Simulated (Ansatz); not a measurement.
Predict the output of the script below (Ansatz's Python interface).

The script reads `geh4p.xyz`:
```text
6

P    -1.20460   -0.26820    0.60800
Ge    1.03870    0.11380    0.40130
H    -1.56050    1.11710    0.35350
H    -1.35880   -0.67640   -0.77760
H     1.78370   -1.24080    0.28890
H     1.30140    0.95450   -0.87410
```

`run_energy.py`:
```python
import ansatz as az
import numpy as np


def main() -> None:
    molecule = az.Crystal.molecule_from_extxyz("geh4p.xyz")

    model = molecule.calculation().basis(gaussian="6-31G*").functional("blyp").spin("collinear", total=1).forces()
    result = model.run(threads=1, pin="off")
    report = result.report

    print(f"E = {report['free_energy_ev']:.6f} eV = {report['free_energy_ev'] / 27.211386246:.7f} Ha")
    print("converged:", report["converged"], " doubts:", report["published_state_doubts"] or "none")

    field = report["mean_field"]
    print("<S^2> =", round(abs(field["state"]["spin_squared"]), 4), " all-electron relativity setting:", field["relativity"])
    print("passes:", field["passes"])
    if "symmetry" in field:
        print("occupied orbitals by irrep:", field["symmetry"]["occupied"])

    symbols = [site.symbol for site in molecule.cartesian_sites]
    print("forces (eV/A)")
    for symbol, f in zip(symbols, report["forces_ev_ang"]):
        print(f"  {symbol:2s} {f[0]:9.4f} {f[1]:9.4f} {f[2]:9.4f}")

    charges = report["charge_distribution"]
    print("dipole moment", round(4.803205 * float(np.linalg.norm(charges["dipole_moment_e_ang"])), 3), "D")
    print("Mulliken:", [(s, round(q, 3)) for s, q in zip(symbols, charges["mulliken_charges_e"])])


if __name__ == "__main__":
    main()
```

```console
$ python run_energy.py
E = -65863.845878 eV = -2420.4516919 Ha
converged: True  doubts: none
<S^2> = 0.7509  all-electron relativity setting: none
passes: {'evaluations': 14, 'products': 12}
occupied orbitals by irrep: [{'A': 26}, {'A': 25}]
forces (eV/A)
  P    -1.2251   -0.0991    0.1144
  Ge    0.6997    0.2727    0.0293
  H     0.0691   -0.2994   -0.0284
  H     0.0079    0.1500    0.1577
  H     0.1752   -0.2310   -0.0025
  H     0.2732    0.2069   -0.2706
dipole moment 0.799 D
Mulliken: [('P', -0.011), ('Ge', -0.132), ('H', 0.023), ('H', 0.025), ('H', 0.051), ('H', 0.045)]
```

Notes:
- Total energies depend on the basis set; only differences at equal settings carry meaning.
- The geometry is a force-field or estimated start, not a minimum of this method, and the basis set is short of its limit.
- The run takes the species as open-shell (spin multiplicity 2), which needn't be its ground state.
- Hardware and time: 2.5 s on 1 thread of AMD EPYC 7B13 (Zen 3), with other jobs on the host, peak memory 0.19 GiB.
